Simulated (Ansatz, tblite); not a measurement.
# [ICl4]-: rung by rung

An exercise on one series of results from a longer session: the logs are not shown, and one member is left open.

Method: as each input shows; program: Ansatz 0.2.0, Gaussian basis.

The runs, in order: GFN1-xTB, GFN2-xTB, PBE-D4/def2-TZVPD, r2SCAN-D4/def2-TZVPD, B3LYP-D4/def2-TZVPD, HSE06-D4/def2-TZVPD, LDA/def2-TZVPD, BHLYP-D4/def2-TZVPD, LC-ωPBE/def2-TZVPD, r2SCAN0-D4/def2-TZVPD, PBE-QIDH/def2-TZVPD, LC-ωPBE(0.10)/def2-TZVPD, LC-ωPBE(0.15)/def2-TZVPD, LC-ωPBE(0.20)/def2-TZVPD, LC-ωPBE(0.30)/def2-TZVPD, PBE-D4/def2-SVPD, PBE0-D4/def2-SVPD, CCSD(T)/def2-SVPD, RPA/def2-SVPD.

## The relaxed structure

The singlet was relaxed beforehand with PBE-D4/def2-SVPD.

5 atoms, charge -1, spin multiplicity 1.

Bond lengths: I1–Cl2 2.573 Å, I1–Cl3 2.573 Å, I1–Cl4 2.573 Å, I1–Cl5 2.573 Å. Angles: Cl2–I1–Cl3 90.0°, Cl2–I1–Cl4 180.0°, Cl2–I1–Cl5 90.0°, Cl3–I1–Cl4 90.0°, Cl3–I1–Cl5 180.0°, Cl4–I1–Cl5 90.0°.

I takes a core potential in the def2 sets. No spin-orbit coupling is included. The ion is computed in the gas phase, without counter-ions or solvent.

PBE0-D4/def2-TZVPD was run before; its log isn't repeated, and its numbers join the tables.

The first run:

Tight binding, by tblite at 300 K electronic temperature and without a spin-polarisation term:

```python
tblite.interface.Calculator('GFN1-xTB', numbers, positions, charge=-1, uhf=0).singlepoint()
```

Tight binding, by tblite at 300 K electronic temperature and without a spin-polarisation term:

```python
tblite.interface.Calculator('GFN2-xTB', numbers, positions, charge=-1, uhf=0).singlepoint()
```

start.molden holds the orbitals of an earlier run on this state, given as this run's starting guess.

Contents of in.yaml:

```yaml
crystal:
  periodic: [false, false, false]
  atoms:
    - {symbol: I, position_ang: [0.000071, -0.000056, 0.000012]}
    - {symbol: Cl, position_ang: [2.573248, -0.027630, 0.003573]}
    - {symbol: Cl, position_ang: [0.027531, 2.573087, 0.008449]}
    - {symbol: Cl, position_ang: [-2.573057, 0.027803, -0.003572]}
    - {symbol: Cl, position_ang: [-0.027802, -2.573205, -0.008462]}
basis:
  gaussian: {orbitals: def2-TZVPD, initial_orbitals: start.molden}
total_charge: -1
hamiltonian: {xc: pbe, dispersion: d4}
scf: {omitted_lower_state_checks: [starts]}
output: {orbitals: {seedname: orbitals}}
```

On the command line:

```sh
$ ansatz run in.yaml --threads 4 --pin off --events-out ev --progress --plain --max-ram 3916MiB
```

Steps of the session up to this table: PBE-D4/def2-TZVPD; r2SCAN-D4/def2-TZVPD; B3LYP-D4/def2-TZVPD; HSE06-D4/def2-TZVPD; LDA/def2-TZVPD; BHLYP-D4/def2-TZVPD; LC-ωPBE/def2-TZVPD; r2SCAN0-D4/def2-TZVPD; PBE-QIDH/def2-TZVPD; LC-ωPBE(0.10)/def2-TZVPD; LC-ωPBE(0.15)/def2-TZVPD; LC-ωPBE(0.20)/def2-TZVPD; LC-ωPBE(0.30)/def2-TZVPD; PBE-D4/def2-SVPD; PBE0-D4/def2-SVPD; CCSD(T)/def2-SVPD; RPA/def2-SVPD.

One table of the session follows, with a row left open; its other results are not shown here.

It belongs to the step «Levels side by side». 

| level | HOMO (eV) | LUMO (eV) | gap (eV) |
| --- | --- | --- | --- |
| LDA/def2-TZVPD | -2.74 | -0.32 | 2.41 |
| PBE-D4/def2-SVPD | -2.66 | -0.25 | 2.41 |
| PBE-D4/def2-TZVPD | -2.60 | -0.10 | 2.50 |
| r2SCAN-D4/def2-TZVPD | -2.90 | -0.09 | 2.81 |
| B3LYP-D4/def2-TZVPD | -3.67 | 0.31 | 3.99 |
| PBE0-D4/def2-SVPD | -4.00 | 0.32 | 4.31 |
| PBE0-D4/def2-TZVPD | -3.92 | 0.49 | 4.41 |
| r2SCAN0-D4/def2-TZVPD | ? | ? | ? |
| HSE06-D4/def2-TZVPD | -3.52 | 0.14 | 3.66 |
| BHLYP-D4/def2-TZVPD | -5.12 | 1.22 | 6.34 |
| LC-ωPBE/def2-TZVPD | -6.52 | 2.27 | 8.79 |
| LC-ωPBE(0.10)/def2-TZVPD | -4.07 | 1.19 | 5.26 |
| LC-ωPBE(0.15)/def2-TZVPD | -4.70 | 1.57 | 6.27 |
| LC-ωPBE(0.20)/def2-TZVPD | -5.24 | 1.83 | 7.07 |
| LC-ωPBE(0.30)/def2-TZVPD | -6.09 | 2.12 | 8.21 |

**Question.** Estimate the row for r2SCAN0-D4/def2-TZVPD.

As computed: HOMO (eV): -4.12; LUMO (eV): 0.48; gap (eV): 4.60. In the column «HOMO (eV)» it lies between LC-ωPBE(0.15)/def2-TZVPD (-4.70) and LC-ωPBE(0.10)/def2-TZVPD (-4.07).
